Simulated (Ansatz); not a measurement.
# CH₃NSi, SMILES N#C[SiH3]: the interaction energy of a dimer with the counterpoise correction

Computed with the Python package of Ansatz (0.2.0).

The cells in order, each with its output:

**Cell 1**
```python
import ansatz as az
```

**Cell 2**
```python
FIRST = [
    ("N", (1.1562, -1.9773, 1.1091)),
    ("C", (0.5805, -1.0317, 0.5865)),
    ("Si", (-0.2928, 0.4296, -0.2486)),
    ("H", (-1.3771, 0.01, -1.022)),
    ("H", (0.6583, 1.1265, -1.19)),
    ("H", (-0.725, 1.4431, 0.765)),
]
SECOND = [
    ("N", (0.2375, -0.3529, 5.1218)),
    ("C", (1.327, -0.4732, 4.5765)),
    ("Si", (3.0128, -0.6909, 3.7362)),
    ("H", (2.8814, -0.9061, 2.3627)),
    ("H", (3.7114, -1.9065, 4.2935)),
    ("H", (3.8996, 0.4847, 4.0063)),
]
```

**Cell 3**
```python
def energy(atoms, ghosts=()):
    molecule = az.Crystal.molecule()
    for symbol, xyz in atoms:
        molecule = molecule.atom(symbol, xyz)
    calc = (
        molecule.calculation()
        .basis(gaussian="cc-pVDZ")
        .functional("hf")
    )
    deck = calc.input()
    if ghosts:
        deck = deck.set(az.key.basis.gaussian.ghost_atoms, [{"symbol": s, "position_ang": list(xyz)} for s, xyz in ghosts])
    return az.Session.from_dict(deck).plan().execute().report["free_energy_ev"]
```

**Cell 4**
```python
both = energy(FIRST + SECOND)
alone = energy(FIRST) + energy(SECOND)
ghosted = energy(FIRST, SECOND) + energy(SECOND, FIRST)
print(f"dimer {both:.6f} eV")
print(f"interaction, uncorrected   {96.485332 * (both - alone):8.3f} kJ/mol")
print(f"interaction, counterpoise  {96.485332 * (both - ghosted):8.3f} kJ/mol")
print(f"basis-set superposition    {96.485332 * (alone - ghosted):8.3f} kJ/mol")
```
Output:
```text
dimer -20842.451038 eV
interaction, uncorrected      6.335 kJ/mol
interaction, counterpoise     9.399 kJ/mol
basis-set superposition       3.064 kJ/mol
```

Uncorrected it is 6.335 kJ/mol, with the counterpoise correction 9.399 kJ/mol; the difference, 3.06 kJ/mol, is the superposition error. In this basis both values are repulsive.

These settings explore the input space; basis and method may be short of convergence. The dimer is a generated trial pose of unrelaxed monomers, not a minimum, so the figure is no binding energy, and the basis set is small. Hartree-Fock leaves correlation out, so bond, atomisation and ionisation energies come out well too low. This level lacks the dispersion part of the attraction (electrostatics and induction are there), which can decide the sign where the interaction is weak. Hardware and time: 4 s on 1 thread of Intel(R) Xeon(R) 6975P-C (Granite Rapids), with other jobs on the host, peak memory 0.29 GiB.

(Lines on the test bed's own set-up are left out of the output.)
